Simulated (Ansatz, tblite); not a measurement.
**Ga6N6 wurtzite hole sphere (Ga6N6H18): which spin state is lowest**

Aim: set other spin states of Ga6N6 wurtzite hole sphere (Ga6N6H18) against its singlet, on many levels of theory.

Method: as each input shows; program: Ansatz 0.2.0, Gaussian basis.

Plan: triplet, at the geometry of the singlet (GFN1-xTB, GFN2-xTB, PBE0-D4/def2-TZVP, PBE-D4/def2-TZVP); the singlet's energies come from earlier runs.

1 further run of the same task is left out (set aside as unsound or not needed). Runs told in other sessions of the task aren't counted.

**1. The geometry**

The singlet was relaxed beforehand with PBE-D4/def2-SVP.

30 atoms, charge 0, spin multiplicity 1.

Bond lengths: N1–Ga2 2.013 Å, N1–Ga7 2.013 Å, N1–H13 1.037 Å, N1–H14 1.030 Å, Ga2–N4 1.929 Å, Ga2–N5 2.013 Å, Ga2–H15 1.578 Å, Ga3–N4 2.015 Å, Ga3–N8 2.015 Å, Ga3–H16 1.616 Å, Ga3–H17 1.578 Å, N4–Ga6 2.015 Å, N4–H18 1.033 Å, N5–Ga10 2.013 Å, N5–H19 1.030 Å, N5–H20 1.037 Å, Ga6–N12 2.015 Å, Ga6–H21 1.616 Å and more. Angles: Ga2–N1–Ga7 118.8°, Ga2–N1–H13 103.7°, Ga2–N1–H14 111.8°, Ga7–N1–H13 103.7°, Ga7–N1–H14 111.8°, H13–N1–H14 105.4°, N1–Ga2–N4 104.7°, N1–Ga2–N5 102.0°, N1–Ga2–H15 111.1°, N4–Ga2–N5 104.7°, N4–Ga2–H15 121.3°, N5–Ga2–H15 111.1°, N4–Ga3–N8 101.0°, N4–Ga3–H16 105.8°, N4–Ga3–H17 110.8°, N8–Ga3–H16 105.8°, N8–Ga3–H17 110.8°, H16–Ga3–H17 120.8° and more.

**2. Triplet at the fixed geometry, GFN1-xTB**

Tight binding, by tblite at 300 K electronic temperature and without a spin-polarisation term:

```python
tblite.interface.Calculator('GFN1-xTB', numbers, positions, charge=0, uhf=2).singlepoint()
```

Energy -1000.9995 eV; 0.089 s.

**3. Triplet at the fixed geometry, GFN2-xTB**

Tight binding, by tblite at 300 K electronic temperature and without a spin-polarisation term:

```python
tblite.interface.Calculator('GFN2-xTB', numbers, positions, charge=0, uhf=2).singlepoint()
```

Energy -922.9104 eV; 0.069 s.

**4. Triplet at the fixed geometry, PBE0-D4/def2-TZVP**

Contents of in.yaml:

```yaml
crystal:
  periodic: [false, false, false]
  atoms:
    - {symbol: N, position_ang: [-0.002638, -1.808370, -1.602752]}
    - {symbol: Ga, position_ang: [-1.734127, -1.000995, -0.969247]}
    - {symbol: Ga, position_ang: [0.002371, -1.959114, 1.663740]}
    - {symbol: N, position_ang: [-1.553483, -0.896504, 0.948390]}
    - {symbol: N, position_ang: [-1.566469, 0.901863, -1.603562]}
    - {symbol: Ga, position_ang: [-1.696093, 0.982388, 1.663106]}
    - {symbol: Ga, position_ang: [1.730941, -1.001173, -0.974853]}
    - {symbol: N, position_ang: [1.556226, -0.897046, 0.943334]}
    - {symbol: N, position_ang: [1.561702, 0.901797, -1.608424]}
    - {symbol: Ga, position_ang: [-0.001357, 1.999836, -0.974135]}
    - {symbol: Ga, position_ang: [1.701458, 0.981673, 1.658006]}
    - {symbol: N, position_ang: [0.001761, 1.795627, 0.943927]}
    - {symbol: H, position_ang: [-0.001986, -2.753281, -1.176342]}
    - {symbol: H, position_ang: [-0.004345, -1.967672, -2.620222]}
    - {symbol: H, position_ang: [-2.971785, -1.715318, -1.637874]}
    - {symbol: H, position_ang: [0.000675, -3.350441, 0.842196]}
    - {symbol: H, position_ang: [0.004965, -1.953861, 3.241286]}
    - {symbol: H, position_ang: [-2.379164, -1.373320, 1.345817]}
    - {symbol: H, position_ang: [-1.703304, 0.979216, -2.621375]}
    - {symbol: H, position_ang: [-2.385178, 1.375358, -1.179145]}
    - {symbol: H, position_ang: [-2.900571, 1.676831, 0.839841]}
    - {symbol: H, position_ang: [-1.692355, 0.982714, 3.240662]}
    - {symbol: H, position_ang: [2.966468, -1.715415, -1.647500]}
    - {symbol: H, position_ang: [2.383056, -1.374077, 1.338108]}
    - {symbol: H, position_ang: [1.695402, 0.979210, -2.626647]}
    - {symbol: H, position_ang: [2.381816, 1.375105, -1.186525]}
    - {symbol: H, position_ang: [-0.002416, 3.427403, -1.645831]}
    - {symbol: H, position_ang: [1.702065, 0.981578, 3.235578]}
    - {symbol: H, position_ang: [2.903802, 1.675872, 0.831472]}
    - {symbol: H, position_ang: [0.002592, 2.750116, 1.338928]}
basis:
  gaussian: {orbitals: def2-TZVP, fitting: {mean_field: def2-universal-jkfit}}
magnetization: {spin_polarized: true, initial_magnetization: 2}
hamiltonian: {xc: pbe0, dispersion: d4}
scf: {omitted_lower_state_checks: [starts]}
output: {orbitals: {seedname: orbitals}}
```

The run is started by

```bash
$ ansatz run in.yaml --threads 2 --pin off --events-out ev --progress --plain --max-ram 32768MiB --backend cuda --devices 0, --max-vram 18GiB
```

Log:

```text
Functional definition: PBE0
  name "PBE0"
  cite "Adamo & Barone, J. Chem. Phys. 110, 6158 (1999) doi:10.1063/1.478522"
  cite "Perdew, Burke & Ernzerhof, Phys. Rev. Lett. 77, 3865 (1996) doi:10.1103/PhysRevLett.77.3865"
  parent pbe
  parameter a = 0.25
  parameter kappa = 0.804
  parameter beta = 0.06672455060314922
  exchange = (1 - a)*pbe_x(kappa = kappa, mu = beta*pi^2/3) + a*exact_x
  correlation = pbe_c(beta = beta)
these checks for a lower state are left out or cut short: starts
2382 factors; integrals over basis functions are off by at most 6.1e-1 eV
mean field evaluation 1: about -323417.6125 eV, gradient 1.1e2 eV
mean field evaluation 2: about -323294.3438 eV, gradient 1.9e2 eV
mean field evaluation 4: about -323450.1781 eV, gradient 3.2e1 eV
mean field evaluation 8: about -323456.4959 eV, gradient 2.1e0 eV
mean field evaluation 16: about -323456.5761 eV, gradient 2.7e-1 eV
mean field evaluation 32: about -323456.7034 eV, gradient 4.6e-5 eV
mean field -323456.70341103 eV, -11886.8146035272 hartree, gradient 5.5e-6 eV, S^2 2.007787; 0 other end points of the search recorded, 0 dependent functions left out
reference -323456.70347054 eV, -11886.8146057141 hartree; 124, 122 occupied and 458, 460 virtual orbitals, 2382 factors
Total energy: -323458.24833528 eV, -11886.8713784462 hartree
Checks for a lower state left out: starts
```

Run time: 24 s. Hardware: 1 × H100 (card shared with other runs) with 2 threads of AMD EPYC 7R13, shared host; peak host memory 1.2 GiB.

HOMO -1.59 eV, LUMO -6.24 eV (over both spins; with the spin held, an empty level of the minority spin lies below the top filled one); ⟨S²⟩ 2.008 (pure: 2.00).

**5. Triplet at the fixed geometry, PBE-D4/def2-TZVP**

start.molden holds the orbitals of an earlier run on this state, given as this run's starting guess.

Changes to in.yaml since step 4:

```diff
@@ -34,5 +34,5 @@
 basis:
-  gaussian: {orbitals: def2-TZVP, fitting: {mean_field: def2-universal-jkfit}}
+  gaussian: {orbitals: def2-TZVP, fitting: {mean_field: def2-universal-jkfit}, initial_orbitals: start.molden}
 magnetization: {spin_polarized: true, initial_magnetization: 2}
-hamiltonian: {xc: pbe0, dispersion: d4}
+hamiltonian: {xc: pbe, dispersion: d4}
 scf: {omitted_lower_state_checks: [starts]}
```

The command is unchanged.

Log, shortened:

```text
Functional definition: PBE
  name "PBE"
  cite "Perdew, Burke & Ernzerhof, Phys. Rev. Lett. 77, 3865 (1996) doi:10.1103/PhysRevLett.77.3865"
  parent pbe
[...]
2382 factors; integrals over basis functions are off by at most 6.1e-1 eV
[...]
mean field -323449.91525412 eV, -11886.5651433619 hartree, gradient 1.5e-6 eV, S^2 2.002146; 0 other end points of the search recorded, 0 dependent functions left out
reference -323449.91533593 eV, -11886.5651463683 hartree; 124, 122 occupied and 458, 460 virtual orbitals, 2382 factors
Total energy: -323451.66871596 eV, -11886.6295818961 hartree
Checks for a lower state left out: starts
```

It took 20 s on 1 × H100 (card shared with other runs) with 2 threads of AMD EPYC 7R13, shared host; peak host memory 1.2 GiB.

From the report: HOMO -1.18 eV, LUMO -6.65 eV (over both spins; with the spin held, an empty level of the minority spin lies below the top filled one); ⟨S²⟩ 2.002 (pure: 2.00).

**6. Triplet less singlet, vertical**

The singlet's energies are those of its earlier runs, whose logs aren't repeated here.

```csv
level,"triplet less singlet, vertical (kJ/mol)",time
GFN1-xTB,+563.8,0.14 s
GFN2-xTB,+522.3,0.11 s
PBE-D4/def2-TZVP,+509.4,25 s
PBE0-D4/def2-TZVP,+586.7,30 s
```

Times add the two runs; a level without a time comes out of a correlated run. Tight binding without a spin term can't rank spin states.

**7. What came out**

```
                                                quantity                                       value
triplet less singlet, vertical, functionals in def2-TZVP  +509.4 (PBE-D4) to +586.7 kJ/mol (PBE0-D4)
```

**Reading.** All functionals put the triplet above the singlet, over a spread of 77.3 kJ/mol. The checks for a lower triplet were left out, so another state of that spin may lie lower. These are electronic energies, without zero-point motion, entropy or surroundings.
